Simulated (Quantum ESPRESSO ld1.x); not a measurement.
# Au⁴⁺ in [Xe] 4f14 5d7: an all-electron calculation

Aim: the levels, the sizes of the orbitals and the parts of the energy of the gold ion Au4+.

Program: Quantum ESPRESSO ld1.x 7.5. Level of theory: Dirac Kohn-Sham, PW91, spin-unpolarised, spherical densities, point nucleus; open shells fill j = l - 1/2 first. These are calculated values, not measurements, unless marked.

### Step 1. The atom as given

| Item | Value |
| --- | --- |
| element | gold (Z = 79) |
| charge | +4 |
| electrons | 75 |
| configuration | [Xe] 4f14 5d7 |

### Step 2. The calculation

Contents of ld1.in:

```fortran
 &input
    atom='Au',
    iswitch=1,
    rel=2,
    dft='PW91',
    config='[Xe] 4f14 5d7 6s0 6p0 5f0 6d0',
    rel_dist='energy',
    verbosity='high',
    lsmall=.true.,
    prefix='ld1',
    max_out_wfc=37,
    file_charge='ld1.rho',
 /
```

What does the calculation give?

**Answer**, as computed:

```
                        quantity                   value
                    total energy       -19045.86 hartree
exchange-correlation share of it                  1.92 %
                            −T/E                  1.1494
          highest occupied level       5d5/2, -54.049 eV
    most extended occupied level  5d5/2, <r> = 1.40 bohr
 radius at density 0.001 e/bohr³               3.11 bohr
    maxima of the radial density                       4
         ionisation energy, NIST          60 (theory) eV
```

What this shows: 5 principal shells are occupied and 4 maxima appear in the radial density; where shells overlap, one shows as a shoulder or not at all. Relativity lifts −T/E to 1.149. The top level binds by 54.049 eV, 90 % of the NIST ionisation energy of 60 eV. Spin polarisation and multiplet splitting are left out.
